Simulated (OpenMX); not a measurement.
# MoSe in OpenMX: the effect of biaxial strain

The system is MoSe.

```
Mo Se
1.0
     3.36022    0.00000    0.00000
     0.00000    3.36022    0.00000
     0.00000    0.00000    3.50023
Mo Se
1 1
Direct
  0.00000 0.00000 0.00000
  0.50000 0.50000 0.50000
```

The cell was built by a generator and needn't be a form met in nature.

Alike in all runs:

```yaml
Program: OpenMX 3.8.5
Task: band structure
Functional: PBE
Potentials_or_basis: OpenMX 2013 PBE set, Mo7.0-s3p2d2, Se7.0-s3p2d2, grid cutoff 400 Ry
k_mesh: 7 × 7 × 7
Occupations: fermi-dirac, width 0.05 eV
Spin: no spin polarisation
```

```tsv
biaxial strain	pressure (GPa)
-4 %	?
-2 %	-25.1
0 %	-26.2
2 %	-26.8
4 %	-27.0
```

Task: What does the run with biaxial strain -4 % give?

Result: Pressure -23.4 GPa.

Worked out: A parabola through the other rows of the pressure, of slope -0.878 GPa per % there, extrapolates to -23.6 GPa, against the run's -23.4.

Caveats: the basis of atomic orbitals isn't converged, which shifts pressures, moduli and gaps.
